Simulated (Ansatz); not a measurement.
**C2F3I (trifluoroiodoethylene): B2PLYP/def2-SVP (core potential)**

Aim: the electronic atomisation energy of C2F3I (trifluoroiodoethylene) at B2PLYP/def2-SVP (core potential), from 4 runs. 

The results are computed with Ansatz 0.2.0.

45 further runs of the same task are left out: 1 that didn't finish, 44 set aside as unsound or not needed. Runs told in other sessions of the task aren't counted.

### Step 1. The system as given

The species is C2F3I (6 atoms), meant as a singlet with charge 0. As SMILES, `FC(F)=C(F)I`. The coordinates come from a PBE0-D4/def2-TZVP relaxation.

Bond lengths: F1–C2 1.309 Å, C2–F3 1.307 Å, C2–C4 1.325 Å, C4–F5 1.329 Å, C4–I6 2.055 Å. Angles: F1–C2–F3 112.1°, F1–C2–C4 123.6°, F3–C2–C4 124.3°, C2–C4–F5 119.5°, C2–C4–I6 124.0°, F5–C4–I6 116.5°.

### Step 2. A single-point energy at B2PLYP/def2-SVP (core potential)

The input, in.yaml:

```yaml
crystal:
  periodic: [false, false, false]
  atoms:
    - {symbol: F, position_ang: [0.782200, -1.666200, 0.357400]}
    - {symbol: C, position_ang: [-0.077200, -0.685500, 0.243100]}
    - {symbol: F, position_ang: [-1.268000, -1.024600, 0.661800]}
    - {symbol: C, position_ang: [0.232800, 0.507600, -0.241400]}
    - {symbol: F, position_ang: [1.477400, 0.747900, -0.640000]}
    - {symbol: I, position_ang: [-1.105100, 2.056700, -0.427000]}
basis:
  gaussian:
    orbitals: def2-SVP
hamiltonian:
  xc: {name: B2PLYP}
correlation:
  frozen_orbitals: {C: 1, F: 1, I: 4}
accuracy: high
output:
  orbitals: {seedname: orbitals}
```

The run is started by

```console
ansatz run in.yaml --threads 1 --pin off --max-ram 2610MiB --events-out events.jsonl --progress --plain --runs-dir runs
```

Output:

```text
Warning: RAYON_NUM_THREADS=1 ignored (pool sized by the plan → 1); use --threads N
Functional definition: B2PLYP
  name "B2PLYP"
  parameter a = 0.53
  parameter c = 0.27
  exchange = (1 - a)*b88_x + a*exact_x
  correlation = (1 - c)*lyp_c + c*(mp2_os + mp2_ss)
2193 factors; integrals over basis functions are off by at most 8.2e-9 eV
mean field evaluation 1: about -18289.8181 eV, gradient 2.9e1 eV
mean field evaluation 2: about -18290.2351 eV, gradient 3.0e1 eV
mean field evaluation 4: about -18291.5923 eV, gradient 3.3e0 eV
mean field evaluation 8: about -18291.6193 eV, gradient 8.9e-2 eV
mean field evaluation 16: about -18291.6194 eV, gradient 8.9e-5 eV
mean field -18291.61936588 eV, -672.2046131911 hartree, gradient 6.9e-9 eV, S^2 0.000000; 0 other end points of the search recorded, 0 dependent functions left out
9 core orbitals not correlated: weight in the atoms' cores, before any rotation towards them, 1.000 or more for the frozen orbitals, at most 0.000 for the correlated occupied ones
reference -18291.61938514 eV, -672.2046138989 hartree; 23, 23 occupied and 64, 64 virtual orbitals, 2193 factors
second order -30.31467577 eV of doubles, -0.00000000 eV of singles
Total energy: -18299.80434760 eV, -672.5054057213 hartree
```

Run time: 15 s. Hardware: 1 thread of Arm Neoverse V1, shared host; peak memory 0.37 GiB.

### Step 3. The C atom, same level

The input, molecule.yaml:

```yaml
crystal:
  periodic: [false, false, false]
  atoms:
    - {symbol: C, position_ang: [0.000000, 0.000000, 0.000000]}
basis:
  gaussian:
    orbitals: def2-SVP
magnetization:
  spin_polarized: true
  initial_magnetization: 2
hamiltonian:
  xc: {name: B2PLYP}
correlation:
  frozen_orbitals: {C: 1}
accuracy: high
```

Run the same way, it converges to -37.77593 Eh (log not shown).

### Step 4. The F atom

The input, input.yaml:

```yaml
crystal:
  periodic: [false, false, false]
  atoms:
    - {symbol: F, position_ang: [0.000000, 0.000000, 0.000000]}
basis:
  gaussian:
    orbitals: def2-SVP
accuracy: high
magnetization:
  spin_polarized: true
  initial_magnetization: 1
hamiltonian:
  xc: {name: B2PLYP}
correlation:
  frozen_orbitals: {F: 1}
```

Run the same way, it converges to -99.57218 Eh (log not shown).

### Step 5. The I atom

The input, job.yaml:

```yaml
crystal:
  periodic: [false, false, false]
  atoms:
    - symbol: I
      position_ang: [0.000000, 0.000000, 0.000000]
basis:
  gaussian: {orbitals: def2-SVP}
magnetization: {spin_polarized: true, initial_magnetization: 1}
hamiltonian: {xc: {name: B2PLYP}}
correlation: {frozen_orbitals: {I: 4}}
accuracy: high
```

Run the same way, it converges to -297.39330 Eh (log not shown).

### Step 6. Outcome

Level: B2PLYP/def2-SVP (core potential), 9 core orbitals frozen.

| quantity | value |
| --- | --- |
| molecule: total energy | -672.50541 Eh |
| molecule: HOMO energy (SCF part's orbitals) | -8.15 eV |
| molecule: LUMO energy (SCF part's orbitals) | 0.22 eV |
| molecule: HOMO–LUMO gap (SCF part's orbitals) | 8.37 eV |
| C atom: total energy | -37.77593 Eh |
| C atom: ⟨S²⟩ | 2.004 |
| F atom: total energy | -99.57218 Eh |
| F atom: ⟨S²⟩ | 0.751 |
| I atom: total energy | -297.39330 Eh |
| I atom: ⟨S²⟩ | 0.753 |
| electronic atomisation energy | 22.958 eV |

Taking the molecule apart into free atoms costs 22.96 eV (2215 kJ/mol), before zero-point energy and without spin-orbit coupling.
